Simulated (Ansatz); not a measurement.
C, space group Cmme: a scan of the energy under strain, run with the Python package of Ansatz (0.2.0).

The script, `run_strain.py`:
```python
"""A rhombohedral strain scan of C."""

import warnings

import ansatz as az
import numpy as np
from tabulate import tabulate

SMEARING_WIDTH = 0.15
ECUT = 520
KGRID = (16, 16, 5)

VECTORS = np.array([
    [1.22805, -2.12706, 0.0],
    [1.22805, 2.12706, 0.0],
    [0.0, 0.0, 7.17327],
])
SITES = [
    ("C", (0.08338, 0.91662, 0.75314)),
    ("C", (0.58338, 0.41662, 0.24686)),
    ("C", (0.91662, 0.08338, 0.24686)),
    ("C", (0.41662, 0.58338, 0.75314)),
]


def make_crystal(cell):
    crystal = az.Crystal(lattice=az.Lattice.of(cell))
    for symbol, position in SITES:
        crystal = crystal.atom(symbol, position)
    return crystal


def main() -> None:
    warnings.simplefilter("ignore", az.DeckWarning)

    # clamped ions: the fractional positions stay as typed
    values = np.linspace(-0.05, 0.05, 7)
    energies = []
    for d in values:
        strain = d / 2 * (np.ones((3, 3)) - np.eye(3))
        cell = VECTORS @ (np.eye(3) + strain)
        job = (
            make_crystal(cell).calculation()
            .functional(az.Functional.LDA)
            .occupations(az.OccupationsMethod.COLD, width=SMEARING_WIDTH)
            .basis(ECUT)
            .kpoints(*KGRID)
        )
        rep = job.run(threads=1).report
        energies.append(rep["free_energy_ev"] / len(SITES))
        print(f"d = {d:+.4f}  F = {energies[-1]:.5f} eV/atom")
    energies = np.array(energies)

    print(tabulate(zip(values, 1000 * (energies - energies.min())), headers=["strain", "dE (meV/atom)"], floatfmt=".3f"))
    curvature = 2 * np.polyfit(values, energies, 3)[1]
    volume = abs(np.linalg.det(VECTORS)) / len(SITES)
    print(f"d2E/dd2 over the volume: {curvature / volume * 160.21766:.1f} GPa")


if __name__ == "__main__":
    main()
```

How much energy does this rhombohedral strain cost, and what curvature follows?

Against the unstrained cell the energy per atom changes by +30.73 meV at one end of the scan and +32.37 meV at the other, and its second derivative over the volume is 431.7 GPa.

The output:

```console
$ python run_strain.py
d = -0.0500  F = -242.95141 eV/atom
RunWarning: on these k-points the computed levels leave a gap of 0.3608 eV at the electron count, 2.4 widths of the cold smearing (0.1500 eV); against the step filling of these same bands (every [...]
d = -0.0333  F = -242.96834 eV/atom
d = -0.0167  F = -242.97867 eV/atom
d = +0.0000  F = -242.98214 eV/atom
d = +0.0167  F = -242.97861 eV/atom
d = +0.0333  F = -242.96786 eV/atom
d = +0.0500  F = -242.94978 eV/atom
  strain    dE (meV/atom)
--------  ---------------
  -0.050           30.734
  -0.033           13.798
  -0.017            3.472
   0.000            0.000
   0.017            3.533
   0.033           14.285
   0.050           32.366
d2E/dd2 over the volume: 431.7 GPa
```
(Warnings from the package without file and line, shortened, repeats left out.)

Total energies depend on the potentials; only differences at equal settings carry meaning. Cold and Methfessel-Paxton smearing aren't meant for a gap as narrow as their width. The curvature belongs to this strain pattern and to the cell's stress; it equals a single elastic constant only for simple patterns. This isn't the structure that C takes at ambient conditions. The ions keep their fractional positions (clamped ions). The script silences the warnings on its input, which a real study should read. It ran for 82 s on 1 thread of Intel(R) Xeon(R) Processor @ 2.30GHz, with other jobs on the host, peak memory 0.77 GiB.
